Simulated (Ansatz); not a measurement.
# ScCu: the cost of one run

Method: DFT PBEsol, with the methods named in each step, in Ansatz 0.2.0.

**1. The structure to begin with**

It takes space group Pm-3m (No. 221, cubic). Conventional cell: a = 3.241 Å, b = 3.241 Å, c = 3.241 Å, α = 90.00°, β = 90.00°, γ = 90.00°. Sc (site symmetry m-3m) has 8 Cu at 2.81 Å as nearest neighbours. Cu (site symmetry m-3m) is surrounded by 8 Sc at 2.81 Å.

As a file:

```cif
data_structure
_symmetry_space_group_name_H-M 'P 1'
_symmetry_Int_Tables_number 1
_cell_length_a 3.2409
_cell_length_b 3.2409
_cell_length_c 3.2409
_cell_angle_alpha 90.000
_cell_angle_beta 90.000
_cell_angle_gamma 90.000
_cell_volume 34.04
loop_
_atom_site_label
_atom_site_type_symbol
_atom_site_fract_x
_atom_site_fract_y
_atom_site_fract_z
_atom_site_occupancy
Sc1 Sc 0.50000 0.50000 0.50000 1
Cu1 Cu 0.00000 0.00000 0.00000 1
```

Whether this phase is the stable one at these pressures isn't tested.

Atoms are numbered in the order of the input: Sc1, Cu2.

**2. The reference volume, LAPW**

File input.yaml:

```yaml
crystal:
  lattice:
    - [3.24086813, 0.0, 0.0]
    - [0.0, 3.24086813, 0.0]
    - [0.0, 0.0, 3.24086813]
  atoms:
    - { symbol: Sc, position: [0.5, 0.5, 0.5] }
    - { symbol: Cu, position: [0.0, 0.0, 0.0] }
kpoints:
  mp_grid: { grid: [11, 11, 11] }
  band_path:
    path:
      - [0.0, 0.0, 0.0]
      - [0.0, 0.5, 0.0]
      - [0.5, 0.5, 0.0]
      - [0.0, 0.0, 0.0]
      - [0.5, 0.5, 0.5]
      - [0.0, 0.5, 0.0]
      - [0.5, 0.5, 0.5]
      - [0.5, 0.5, 0.0]
    npoints: 14
scf:
  occupations: { method: fermi_dirac, width: 0.05 }
hamiltonian:
  xc: pbesol
  pseudopotentials: { kind: all_electron, lapw: { basis_error: 0.001 } }
output:
  forces: true
  stress: true
  eigenvalues: true
  populations: true
```

Started as:

```bash
$ ansatz run input.yaml --threads 1 --pin off --max-ram 2048MiB --backend cpu --events-out ev --progress --plain --runs-dir out
```

What time and memory should one allow on 1 thread of Intel Xeon 6975P-C (Granite Rapids), shared host?

About 9 s, with a peak of 0.38 GiB.
